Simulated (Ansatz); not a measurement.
# Ti8HO: the cost of one run

Method: DFT PBE+D3(BJ), scalar-relativistic, plane waves, PAW, in Ansatz 0.2.0.

1 further run of the same task is left out (set aside as unsound or not needed).

## 1. Starting point

It takes space group P3m1 (No. 156, trigonal). Conventional cell: a = 2.886 Å, b = 2.886 Å, c = 22.861 Å, α = 90.00°, β = 90.00°, γ = 120.00°. Ti (site symmetry 3m) is surrounded by 9 Ti at 2.83 to 2.89 Å. Around Ti (site symmetry 3m) lie 12 Ti at 2.83 to 2.90 Å. Ti (site symmetry 3m) has 12 Ti at 2.74 to 2.90 Å in its first shell of neighbours. Ti (site symmetry 3m) has 9 Ti at 2.74 to 2.89 Å in its first shell of neighbours.

As a file:

```
Ti
1.0
     5.77293    0.00000    0.00000
    -2.88646    4.99950    0.00000
     0.00000    0.00000   22.86112
Ti
16
Cartesian
  1.4432 0.8333 8.0000
  0.0000 3.3330 8.0000
  4.3297 0.8333 8.0000
  2.8865 3.3330 8.0000
  0.0000 1.6665 10.2870
  -1.4432 4.1663 10.2870
  2.8865 1.6665 10.2870
  1.4432 4.1663 10.2870
  1.4432 0.8333 12.6594
  0.0000 3.3330 12.6594
  4.3297 0.8333 12.6594
  2.8865 3.3330 12.6594
  0.0000 1.6665 14.8343
  -1.4432 4.1663 14.8343
  2.8865 1.6665 14.8343
  1.4432 4.1663 14.8343
```

Miller indices refer to the conventional cell of the relaxed bulk, P6_3/mmc (No. 194): a = 2.886 Å, b = 2.886 Å, c = 4.574 Å, α = 90.00°, β = 90.00°, γ = 120.00°.

It is a (001) slab, 6.9 Å thick as cut, with 16 Å of vacuum, in a 2×2 surface cell; its outer planes are Ti (top) and Ti (bottom). An earlier relaxation, lower half held, gave -39994.7009 eV, work function 4.49 eV (top face), 4.54 eV (bottom face), dipole along +c 0.009 e·Å per cell.

## 2. H2O2, donor, over a hollow (nearest Ti) site

The input, input.yaml:

```yaml
crystal:
  lattice:
    - [5.772929951, 0.0, 0.0]
    - [-2.8864649755, 4.9995039918, 0.0]
    - [0.0, 0.0, 26.542623473]
  atoms:
    - { symbol: Ti, position: [0.3333333333, 0.1666666667, 0.3014020075] }
    - { symbol: Ti, position: [0.3333333333, 0.6666666667, 0.3014020075] }
    - { symbol: Ti, position: [0.8333333333, 0.1666666667, 0.3014020075] }
    - { symbol: Ti, position: [0.8333333333, 0.6666666667, 0.3014020075] }
    - { symbol: Ti, position: [0.1666666667, 0.3333333333, 0.3875668571] }
    - { symbol: Ti, position: [0.1666666667, 0.8333333333, 0.3875668571] }
    - { symbol: Ti, position: [0.6666666667, 0.3333333333, 0.3875668571] }
    - { symbol: Ti, position: [0.6666666667, 0.8333333333, 0.3875668571] }
    - { symbol: Ti, position: [0.3333333333, 0.1666666667, 0.4769465527] }
    - { symbol: Ti, position: [0.3333333333, 0.6666666667, 0.4769465527] }
    - { symbol: Ti, position: [0.8333333333, 0.1666666667, 0.4769465527] }
    - { symbol: Ti, position: [0.8333333333, 0.6666666667, 0.4769465527] }
    - { symbol: Ti, position: [0.1666666667, 0.3333333333, 0.5588849364] }
    - { symbol: Ti, position: [0.1666666667, 0.8333333333, 0.5588849364] }
    - { symbol: Ti, position: [0.6666666667, 0.3333333333, 0.5588849364] }
    - { symbol: Ti, position: [0.6666666667, 0.8333333333, 0.5588849364] }
    - { symbol: O, position: [0.1019539268, 0.0886419117, 0.6875346158] }
    - { symbol: O, position: [0.0, 0.0, 0.6425239935] }
    - { symbol: H, position: [-0.038349086, 0.1057529585, 0.705874928] }
    - { symbol: H, position: [-0.0636206051, -0.1943920906, 0.6435562954] }
basis:
  ecutwfc: 420
kpoints:
  mp_grid: { grid: [4, 4, 1] }
hamiltonian:
  xc: pbe
  dispersion: d3bj
scf:
  occupations: { method: gaussian, width: 0.1 }
output:
  forces: true
  eigenvalues: true
  write_density: true
  write_potential: true
  elf: true
  volumetric_format: npy
relax:
  adjacent_minimum: "off"
  f_tol: 0.04
  max_steps: 100
  constraints: [{ sites: [0, 1, 2, 3, 4, 5, 6, 7] }]
efield:
  axis: 3
  dipole_correction: true
  ramp_width: 0.04
```

Launch:

```bash
> ansatz run input.yaml --threads 4 --pin off --max-ram 10240MiB --backend cpu --events-out ev --progress --plain --runs-dir out
```

**Question.** How long does this run take on 4 threads of Intel Xeon Platinum 8375C at 2.90GHz (Ice Lake), shared host, and how much memory does it need?

About 14 min, with a peak of 2.4 GiB.
